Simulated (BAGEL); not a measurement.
# CH3BFNO (SMILES NC1(F)BO1), step by step

We compute the energy (HF/def2-SVP), then the energy (NEVPT2(2,2)/def2-SVP) of CH3BFNO. 

The calculation is run with BAGEL 1.2.2.

2 further runs of the same task are left out: 2 set aside as unsound or not needed.

## 1. The molecule

The species is CH3BFNO (8 atoms), meant as a singlet with charge 0. SMILES: `NC1(F)BO1`. The N1–H7 distance was set to 1.925 Å, away from the relaxed value. At this shape a bond of the SMILES string is far longer than usual.

Bond lengths: N1–C2 1.387 Å, C2–F3 1.372 Å, C2–B4 1.510 Å, C2–O5 1.462 Å, B4–O5 1.335 Å, N1–H6 1.009 Å, B4–H8 1.182 Å. Some angles: N1–C2–F3 113.8°, N1–C2–B4 127.1°, N1–C2–O5 115.3°, F3–C2–B4 118.6°, F3–C2–O5 108.3°, B4–C2–O5 53.3°, C2–B4–O5 61.5°, C2–O5–B4 65.2°, C2–N1–H6 112.2°, C2–B4–H8 160.7°.

## 2. A single-point energy at HF/def2-SVP (density fitting with svp-jkfit) (run 1)

calc.json reads:

```json
{ "bagel": [

{
  "title": "molecule",
  "basis": "svp",
  "df_basis": "svp-jkfit",
  "angstrom": true,
  "geometry": [
    { "atom": "N", "xyz": [      -0.751128,       0.434524,       0.653317 ] },
    { "atom": "C", "xyz": [      -0.266028,      -0.775076,       0.179117 ] },
    { "atom": "F", "xyz": [      -0.198028,      -0.846576,      -1.189583 ] },
    { "atom": "B", "xyz": [       0.017472,      -2.021076,       0.983817 ] },
    { "atom": "O", "xyz": [       1.026772,      -1.186876,       0.724017 ] },
    { "atom": "H", "xyz": [      -1.759628,       0.456224,       0.680117 ] },
    { "atom": "H", "xyz": [      -0.075300,       1.941600,      -0.336200 ] },
    { "atom": "H", "xyz": [      -0.142928,      -3.056976,       1.530617 ] }
  ]
},

{
  "title": "hf"
},

{
  "title": "print",
  "file": "orbitals.molden",
  "orbitals": true
}

]}
```

The run is started by

```sh
$ BAGEL_NUM_THREADS=1 BAGEL calc.json > calc.out
```

What it wrote:

```text
* using 1 threads per process

  ===============================================================
  ===============================================================

  *** Geometry ***

  { "atom" : "N", "xyz" : [     -1.419426,      0.821131,      1.234590 ] },
  { "atom" : "C", "xyz" : [     -0.502720,     -1.464681,      0.338482 ] },
  { "atom" : "F", "xyz" : [     -0.374219,     -1.599797,     -2.247986 ] },
  { "atom" : "B", "xyz" : [      0.033017,     -3.819280,      1.859145 ] },
  { "atom" : "O", "xyz" : [      1.940318,     -2.242871,      1.368194 ] },
  { "atom" : "H", "xyz" : [     -3.325215,      0.862138,      1.285235 ] },
  { "atom" : "H", "xyz" : [     -0.142296,      3.669092,     -0.635326 ] },
  { "atom" : "H", "xyz" : [     -0.270095,     -5.776847,      2.892447 ] },

  Number of auxiliary basis functions:      435

  Since a DF basis is specified, we compute 2- and 3-index integrals:
    o Being stored without compression. Storage requirement is 0.025 GB

  Number of basis functions:       85
  Number of electrons      :       38

    * METHOD: MOLECULE                             0.19

  *** RHF ***

  === Nuclear Repulsion ===
   164.4125443697

      * DIIS with orbital gradients will be used.

  === RHF iteration (svp) ===
      0       -292.30577823          0.02139368           0.05
      1       -292.49939384          0.01579747           0.05
      2       -292.61453147          0.00205562           0.05
      3       -292.61858957          0.00093745           0.05
      4       -292.61928922          0.00028087           0.05
      5       -292.61939840          0.00010242           0.05
      6       -292.61941342          0.00004284           0.05
      7       -292.61941628          0.00001819           0.05
      8       -292.61941682          0.00001200           0.05
      9       -292.61941714          0.00000632           0.05
     10       -292.61941728          0.00000342           0.05
     11       -292.61941731          0.00000147           0.05
     12       -292.61941731          0.00000063           0.05
     13       -292.61941731          0.00000032           0.05
     14       -292.61941731          0.00000017           0.05
     15       -292.61941731          0.00000008           0.05
     16       -292.61941731          0.00000004           0.05
     17       -292.61941731          0.00000002           0.05
     18       -292.61941731          0.00000001           0.05
     19       -292.61941731          0.00000001           0.05
    * SCF iteration converged.

    * Permanent dipole moment:
           (    0.898766,     0.120894,    -0.271909) a.u.

    * METHOD: HF                                   1.13

    * METHOD: PRINT                                0.02

  ===============================================================
```

Wall time 1.5 s (1 thread of Arm Neoverse V1, shared host); peak memory 0.15 GiB.

## 3. A single-point energy at NEVPT2(2,2)/def2-SVP (density fitting with svp-jkfit) (run 2)

calc.json reads:

```json
{ "bagel" : [

{
  "title" : "molecule",
  "basis" : "svp",
  "df_basis" : "svp-jkfit",
  "angstrom" : true,
  "geometry" : [
    { "atom" : "N", "xyz" : [   -0.751128,    0.434524,    0.653317 ] },
    { "atom" : "C", "xyz" : [   -0.266028,   -0.775076,    0.179117 ] },
    { "atom" : "F", "xyz" : [   -0.198028,   -0.846576,   -1.189583 ] },
    { "atom" : "B", "xyz" : [    0.017472,   -2.021076,    0.983817 ] },
    { "atom" : "O", "xyz" : [    1.026772,   -1.186876,    0.724017 ] },
    { "atom" : "H", "xyz" : [   -1.759628,    0.456224,    0.680117 ] },
    { "atom" : "H", "xyz" : [   -0.075300,    1.941600,   -0.336200 ] },
    { "atom" : "H", "xyz" : [   -0.142928,   -3.056976,    1.530617 ] }
  ]
},
{
  "title" : "hf"
},
{
  "title" : "casscf",
  "nstate" : 1,
  "nact" : 2,
  "nclosed" : 18,
  "active" : [19, 20],
  "maxiter" : 200,
  "natocc" : true
},
{
  "title" : "nevpt2",
  "nstate" : 1,
  "nact" : 2,
  "nclosed" : 18,
  "active" : [19, 20],
  "maxiter" : 200,
  "natocc" : true,
  "ncore" : 5
},
{
  "title" : "print",
  "file" : "orbitals.molden",
  "orbitals" : true
}

]}
```

The run is started by

```sh
$ BAGEL_NUM_THREADS=1 BAGEL calc.json > calc.out
```

What it wrote:

```text
* using 1 threads per process

  ===============================================================
  ===============================================================

  *** Geometry ***

  { "atom" : "N", "xyz" : [     -1.419426,      0.821131,      1.234590 ] },
  { "atom" : "C", "xyz" : [     -0.502720,     -1.464681,      0.338482 ] },
  { "atom" : "F", "xyz" : [     -0.374219,     -1.599797,     -2.247986 ] },
  { "atom" : "B", "xyz" : [      0.033017,     -3.819280,      1.859145 ] },
  { "atom" : "O", "xyz" : [      1.940318,     -2.242871,      1.368194 ] },
  { "atom" : "H", "xyz" : [     -3.325215,      0.862138,      1.285235 ] },
  { "atom" : "H", "xyz" : [     -0.142296,      3.669092,     -0.635326 ] },
  { "atom" : "H", "xyz" : [     -0.270095,     -5.776847,      2.892447 ] },

  Number of auxiliary basis functions:      435

  Since a DF basis is specified, we compute 2- and 3-index integrals:
    o Being stored without compression. Storage requirement is 0.025 GB

  Number of basis functions:       85
  Number of electrons      :       38

    * METHOD: MOLECULE                             0.19

  *** RHF ***

  === Nuclear Repulsion ===
   164.4125443697

      * DIIS with orbital gradients will be used.

  === RHF iteration (svp) ===
      0       -292.30577823          0.02139368           0.05
      1       -292.49939384          0.01579747           0.05
      2       -292.61453147          0.00205562           0.05
      3       -292.61858957          0.00093745           0.05
      4       -292.61928922          0.00028087           0.05
      5       -292.61939840          0.00010242           0.05
      6       -292.61941342          0.00004284           0.05
      7       -292.61941628          0.00001819           0.05
      8       -292.61941682          0.00001200           0.05
      9       -292.61941714          0.00000632           0.05
     10       -292.61941728          0.00000342           0.05
     11       -292.61941731          0.00000147           0.05
     12       -292.61941731          0.00000063           0.05
     13       -292.61941731          0.00000032           0.05
     14       -292.61941731          0.00000017           0.05
     15       -292.61941731          0.00000008           0.05
     16       -292.61941731          0.00000004           0.05
     17       -292.61941731          0.00000002           0.05
     18       -292.61941731          0.00000001           0.05
     19       -292.61941731          0.00000001           0.05
    * SCF iteration converged.

    * Permanent dipole moment:
           (    0.898766,     0.120894,    -0.271909) a.u.

    * METHOD: HF                                   1.11

  ---------------------------
      CASSCF calculation
  ---------------------------

    ==== Active orbitals : =====
         Orbital 19
         Orbital 20
    ============================

    * nstate   :      1
    * nclosed  :     18
    * nact     :      2
    * nvirt    :     65
  === CASSCF iteration (svp) ===

    * Using the second-order algorithm

      0  0      -292.64388094     3.51e-03      0.02

      1  0      -292.67720878     3.11e-03      0.29

      2  0      -292.68907125     7.79e-04      0.29

      3  0      -292.68950238     1.81e-04      0.31

      4  0      -292.68951893     4.59e-05      0.30

      5  0      -292.68951987     1.39e-05      0.32

      6  0      -292.68951994     4.41e-06      0.32

      7  0      -292.68951995     1.39e-06      0.32

      8  0      -292.68951995     4.35e-07      0.32

      9  0      -292.68951995     1.35e-07      0.29

     10  0      -292.68951995     4.19e-08      0.27

     11  0      -292.68951995     1.29e-08      0.27

     12  0      -292.68951995     4.00e-09      0.25

    * Second-order optimization converged. *

     guess   0:   closed 1.                   open ..

  === FCI iteration ===

      0  0      -292.61260325     9.48e-02      0.00
      1  0      -292.68769300     1.41e-02      0.00
      2  0 *    -292.68951995     4.15e-16      0.00

     * ci vector, state   0, <S^2> = 0.0000
       2.     0.9261908152
       .2    -0.3770551337

    * METHOD: CASSCF                               3.67

    * freezing 5 orbitals

  === DF-NEVPT2 calculation ===

    * 3-index integral transformation done
    * assembly done

      NEVPT2 correlation energy:   -0.7171879339      0.22

          (+0)     -0.6496021250
          (+0)'    -0.0163867642
          (+1)     -0.0129257796
          (+1)'    -0.0000000000
          (+2)     -0.0003608289
          (-1)     -0.0359531866
          (-1)'     0.0000000000
          (-2)     -0.0019592495

      NEVPT2 total energy:       -293.4067078843

    * METHOD: NEVPT2                               0.34

    * METHOD: PRINT                                0.02

  ===============================================================
```

It took 5.7 s on 1 thread of Arm Neoverse V1, shared host; peak memory 0.15 GiB.

## 4. Outcome

```
                                 quantity          value
         run 1, HF/def2-SVP: total energy  -292.61942 Eh
        run 1, HF/def2-SVP: dipole moment         2.41 D
          run 1, HF/def2-SVP: HOMO energy      -10.65 eV
          run 1, HF/def2-SVP: LUMO energy        0.20 eV
        run 1, HF/def2-SVP: HOMO–LUMO gap       10.85 eV
run 2, NEVPT2(2,2)/def2-SVP: total energy  -293.40671 Eh
```
